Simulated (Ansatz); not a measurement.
# CoH2Pd (element-swapped structure): how the settings move a relaxation

Method: reference: DFT PBE, plane waves, PAW, scalar-relativistic, no spin polarisation, in Ansatz 0.2.0.

## 1. Starting point

It takes space group R-3m (No. 166, trigonal). Conventional cell: a = 2.801 Å, b = 2.801 Å, c = 17.602 Å, α = 90.00°, β = 90.00°, γ = 120.00°. Around Pd (site symmetry -3m) lie 2 H at 1.97 Å. Around Co (site symmetry -3m) lie 6 H at 1.88 Å. Around H (site symmetry 3m) lie 3 Co at 1.88 Å and 1 Pd at 1.97 Å.

As a file:

```
Pd Co H
1.0
     1.40035    2.42548    0.00000
    -1.40035    2.42548    0.00000
     0.00000   -1.61699    5.86721
Pd Co H
1 1 2
Cartesian
  0.0000 0.0000 0.0000
  0.0000 1.6170 2.9336
  0.0000 0.0000 1.9740
  0.0000 3.2340 3.8932
```

## 2. The reference run

Contents of input.yaml:

```yaml
crystal:
  lattice:
    - [1.400353, 2.425481, 0.0]
    - [-1.400353, 2.425481, 0.0]
    - [0.0, -1.616987, 5.867209]
  atoms:
    - { symbol: Pd, position: [0.0, 0.0, 0.0] }
    - { symbol: Co, position: [0.5, 0.5, 0.5] }
    - { symbol: H, position: [0.11215, 0.11215, 0.33645] }
    - { symbol: H, position: [0.88785, 0.88785, 0.66355] }
  symmetry: { tolerance: 0.0003 }
kpoints:
  mp_grid: { grid: [7, 7, 7], shift: [0, 0, 0] }
magnetization:
  spin_polarized: false
scf:
  occupations: { method: fermi_dirac, width: 0.0176 }
hamiltonian:
  pseudopotentials: { kind: paw }
  xc: pbe
basis:
  ecutwfc: 420
output:
  forces: true
  stress: true
  eigenvalues: true
  write_density: true
  write_potential: true
  elf: true
  volumetric_format: npy
relax:
  max_steps: 40
  cell: {}
```

Launch:

```
$ ansatz run input.yaml --threads 1 --pin off --max-ram 2560MiB --backend cpu --events-out ev --progress --plain --runs-dir out
```

Q: Estimate wall time and peak memory on 1 thread of Arm Neoverse V2, shared host.

About 32 s, with a peak of 0.35 GiB.
